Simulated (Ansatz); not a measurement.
MgH2, space group Fm-3m: an all-electron equation of state, run with the Python package of Ansatz (0.2.0).

The script, `eos_lapw.py`:
```python
# -*- coding: utf-8 -*-
"""E(V) of MgH2 on LAPW."""

from dataclasses import dataclass

import ansatz as az
from ase.eos import EquationOfState
from ase.units import GPa
import numpy as np


@dataclass(frozen=True)
class Settings:
    filling: str = "cold"
    smearing_width: float = 0.15
    scf_tol: float = 1e-06
    kgrid: tuple[int, ...] = (6, 6, 6)


cfg = Settings()

VECTORS = np.array([
    [0.0, 2.381067, 2.381067],
    [2.381067, 0.0, 2.381067],
    [2.381067, 2.381067, 0.0],
])
SITES = [
    ("Mg", (0.0, 0.0, 0.0)),
    ("H", (0.75, 0.75, 0.75)),
    ("H", (0.25, 0.25, 0.25)),
]


def on_lattice(cell):
    crystal = az.Crystal(lattice=az.Lattice.of(cell))
    for symbol, position in SITES:
        crystal = crystal.atom(symbol, position)
    return crystal

volumes, energies = [], []
for scale in np.linspace(0.92, 1.08, 5):
    cell = VECTORS * scale ** (1 / 3)
    calculation = (
        on_lattice(cell).calculation()
        .functional(az.Functional.LDA)
        .occupations(cfg.filling, width=cfg.smearing_width)
        .scf(tolerance=cfg.scf_tol)
        .kpoints(*cfg.kgrid)
        .pseudopotentials("all_electron", lapw=True)
    )
    summary = calculation.run(threads=1).report
    volumes.append(abs(np.linalg.det(cell)) / len(SITES))
    energies.append(summary["free_energy_ev"] / len(SITES))
    print(f"{scale:.3f} {volumes[-1]:9.4f} A^3/atom {energies[-1]:16.5f} eV/atom  (estimated basis error {1000 * summary['lapw_basis_errors']['total_ev_per_atom']:.2f} meV/atom)")
v0, e0, bulk = EquationOfState(volumes, energies, eos="birchmurnaghan").fit()
print(f"V0 = {v0:.4f} A^3/atom, B0 = {bulk / GPa:.1f} GPa")
```

Where does the minimum lie against the volume typed, and how stiff is the crystal?

A third-order Birch-Murnaghan fit through the 5 points has its minimum at 8.53 Å³ an atom, 5.3 % below the typed cell, with a bulk modulus of 63 GPa and dB/dP = 3.2. From that minimum the energy rises by 1.5 meV an atom on the compressed side and 27.3 meV on the expanded side. The window is off centre, so dB/dP is rough.

What the script printed:

```console
$ python eos_lapw.py
0.920    8.2796 A^3/atom      -1820.27398 eV/atom  (estimated basis error 0.12 meV/atom)
0.960    8.6396 A^3/atom      -1820.27515 eV/atom  (estimated basis error 0.12 meV/atom)
1.000    8.9996 A^3/atom      -1820.27063 eV/atom  (estimated basis error 0.11 meV/atom)
1.040    9.3596 A^3/atom      -1820.26137 eV/atom  (estimated basis error 0.12 meV/atom)
1.080    9.7196 A^3/atom      -1820.24812 eV/atom  (estimated basis error 0.12 meV/atom)
V0 = 8.5258 A^3/atom, B0 = 63.1 GPa
```

Reading the output:
- These settings explore the input space; cutoff and mesh may be short of convergence.
- The mesh is modest for a metal, so energies can be off by several to tens of meV an atom and pressures by half a GPa or more; differences at equal mesh fare better.
- This cell is a computed structure, which may not be the phase found in nature.
- The whole script took 7.1 s on 1 thread of Arm Neoverse V1, with other jobs on the host, peak memory 0.29 GiB.

(A comment or docstring line of the script was reworded after the run, the code is as it ran; lines on the test bed's own set-up are left out of the output.)
